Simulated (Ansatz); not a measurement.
# C₂H₇BO₂: how energies converge with the basis set

The task here is to estimate one member of a computed series from the others.

Computed with Ansatz 0.2.0, Gaussian basis. Level: one geometry, several basis sets.

The runs, in order: PBE0-D4/def2-SVP; ωB97M-V/def2-SVP; PBE0-D4/def2-QZVPP; ωB97M-V/def2-QZVPP; the functionals' def2-TZVPP values are taken from earlier runs.

### The geometry

The geometry comes from an earlier relaxation with PBE0-D4 in a triple-zeta def2 set; it is a stationary point, not always the lowest conformer.

SMILES `COB(C)O`, 12 atoms, charge 0, spin multiplicity 1.

Atoms are counted from 1 here; the program's logs count them from 0.

Bond lengths: C1–O2 1.408 Å, C1–H6 1.094 Å, C1–H7 1.094 Å, C1–H8 1.090 Å, O2–B3 1.368 Å, B3–C4 1.569 Å, B3–O5 1.364 Å, C4–H9 1.095 Å, C4–H10 1.090 Å, C4–H11 1.094 Å, O5–H12 0.962 Å. Angles: O2–C1–H6 111.3°, O2–C1–H7 111.8°, O2–C1–H8 107.9°, H6–C1–H7 108.6°, H6–C1–H8 108.6°, H7–C1–H8 108.7°, C1–O2–B3 121.9°, O2–B3–C4 123.9°, O2–B3–O5 116.5°, C4–B3–O5 119.6°, B3–C4–H9 111.0°, B3–C4–H10 111.6°, B3–C4–H11 111.6°, H9–C4–H10 108.0°, H9–C4–H11 106.2°, H10–C4–H11 108.3°, B3–O5–H12 111.4°.

As a file:

```
C    -0.38579    1.10468    1.22746
O    -0.28828    1.09450   -0.17732
B     0.07847   -0.02756   -0.86856
C     0.40377   -1.40538   -0.19225
O     0.15150    0.09031   -2.22543
H     0.60101    1.02729    1.69453
H    -1.01178    0.28680    1.59648
H    -0.83772    2.05138    1.52517
H    -0.47363   -1.80520    0.32701
H     0.72630   -2.14491   -0.92517
H     1.18752   -1.30698    0.56533
H    -0.07447    0.98007   -2.51316
```

Set-up of the first run:

in.yaml reads:

```yaml
crystal:
  periodic: [false, false, false]
  atoms:
    - {symbol: C, position_ang: [-0.385787, 1.104682, 1.227460]}
    - {symbol: O, position_ang: [-0.288278, 1.094497, -0.177316]}
    - {symbol: B, position_ang: [0.078469, -0.027556, -0.868557]}
    - {symbol: C, position_ang: [0.403771, -1.405382, -0.192247]}
    - {symbol: O, position_ang: [0.151498, 0.090312, -2.225431]}
    - {symbol: H, position_ang: [0.601013, 1.027293, 1.694528]}
    - {symbol: H, position_ang: [-1.011782, 0.286799, 1.596478]}
    - {symbol: H, position_ang: [-0.837716, 2.051375, 1.525174]}
    - {symbol: H, position_ang: [-0.473632, -1.805198, 0.327007]}
    - {symbol: H, position_ang: [0.726301, -2.144912, -0.925167]}
    - {symbol: H, position_ang: [1.187518, -1.306981, 0.565329]}
    - {symbol: H, position_ang: [-0.074475, 0.980070, -2.513157]}
basis:
  gaussian: {orbitals: def2-SVP}
hamiltonian: {xc: pbe0, dispersion: d4}
output: {orbitals: {seedname: orbitals}}
```

Steps of the session up to this table: PBE0-D4 in def2-SVP; ωB97M-V in def2-SVP; PBE0-D4 in def2-QZVPP; ωB97M-V in def2-QZVPP.

One table of the session follows, with a row left open; its other results are not shown here.

It belongs to the step «Density functionals: the series». 

| functional | basis | HOMO (eV) | LUMO (eV) |
| --- | --- | --- | --- |
| PBE0-D4 | def2-SVP | -8.27 | 1.71 |
| PBE0-D4 | def2-TZVPP | -8.44 | 0.90 |
| PBE0-D4 | def2-QZVPP | -8.47 | 0.49 |
| ωB97M-V | def2-SVP | -10.69 | 3.33 |
| ωB97M-V | def2-TZVPP | -10.86 | 2.19 |
| ωB97M-V | def2-QZVPP | ? | ? |

Estimate the missing values for ωB97M-V, def2-QZVPP.

The run gave: HOMO (eV): -10.89; LUMO (eV): 1.53. In the column «HOMO (eV)» it is the lowest.
